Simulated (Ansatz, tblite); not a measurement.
# MgMeI (CH₃IMg): charged states by level of theory

The task here is to estimate one member of a computed series from the others.

Computed with Ansatz 0.2.0, Gaussian basis. Level: as each input shows.

Plan: charge +1 doublet, at the geometry of the singlet (PBE0-D4/def2-TZVP, PBE-D4/def2-TZVP, r2SCAN-D4/def2-TZVP, CCSD(T)/def2-TZVPP); charge -1 doublet, at the geometry of the singlet (PBE0-D4/def2-TZVPD, PBE-D4/def2-TZVPD, r2SCAN-D4/def2-TZVPD); the starting singlet's energies come from earlier runs.

## The structure

The singlet was relaxed beforehand with PBE-D4/def2-TZVP.

6 atoms, charge 0, spin multiplicity 1.

Atoms are counted from 1 here; the program's logs count them from 0.

Bond lengths: Mg1–C2 2.081 Å, Mg1–I6 2.571 Å, C2–H3 1.100 Å, C2–H4 1.100 Å, C2–H5 1.100 Å. Angles: C2–Mg1–I6 179.5°, Mg1–C2–H3 111.2°, Mg1–C2–H4 111.0°, Mg1–C2–H5 111.1°, H3–C2–H4 107.8°, H3–C2–H5 107.8°, H4–C2–H5 107.8°.

I takes a core potential in the def2 sets. No spin-orbit coupling is included.

Set-up of the first run:

Input file in.yaml:

```yaml
crystal:
  periodic: [false, false, false]
  atoms:
    - {symbol: Mg, position_ang: [-0.009711, 0.007797, -1.156506]}
    - {symbol: C, position_ang: [0.002046, -0.001105, 0.924441]}
    - {symbol: H, position_ang: [-0.445925, 0.918579, 1.328934]}
    - {symbol: H, position_ang: [1.029165, -0.073885, 1.311803]}
    - {symbol: H, position_ang: [-0.567965, -0.855174, 1.319226]}
    - {symbol: I, position_ang: [-0.007610, 0.003798, -3.727898]}
basis:
  gaussian: {orbitals: def2-SVP}
total_charge: 1
magnetization: {spin_polarized: true, initial_magnetization: 1}
hamiltonian: {xc: pbe0, dispersion: d4}
output: {orbitals: {seedname: orbitals}}
```

Command:

```bash
$ ansatz run in.yaml --threads 4 --pin off --events-out ev --progress --plain --max-ram 3916MiB
```

Among the steps run: Charge +1 doublet at the fixed geometry, first pass, PBE0-D4/def2-SVP; Charge +1 doublet at the fixed geometry, PBE0-D4/def2-TZVP; Charge +1 doublet at the fixed geometry, PBE-D4/def2-TZVP; Charge +1 doublet at the fixed geometry, r2SCAN-D4/def2-TZVP; Charge +1 doublet at the fixed geometry, CCSD(T)/def2-TZVPP.

One of the session's tables, all rows but one given; the rest of the session is left out.

It belongs to the step «Vertical ionisation energy». 

| method | vertical ionisation energy (eV) |
| --- | --- |
| HF/def2-TZVPP | 8.51 |
| PBE-D4/def2-TZVP | 9.00 |
| r2SCAN-D4/def2-TZVP | 9.11 |
| PBE0-D4/def2-TZVP | 9.30 |
| MP2/def2-TZVPP | ? |
| CCSD/def2-TZVPP | 9.56 |
| CCSD(T)/def2-TZVPP | 9.59 |

**Question.** Estimate the row for MP2/def2-TZVPP.

The run gave: vertical ionisation energy (eV): 9.72. In the column «vertical ionisation energy (eV)» it is the highest.
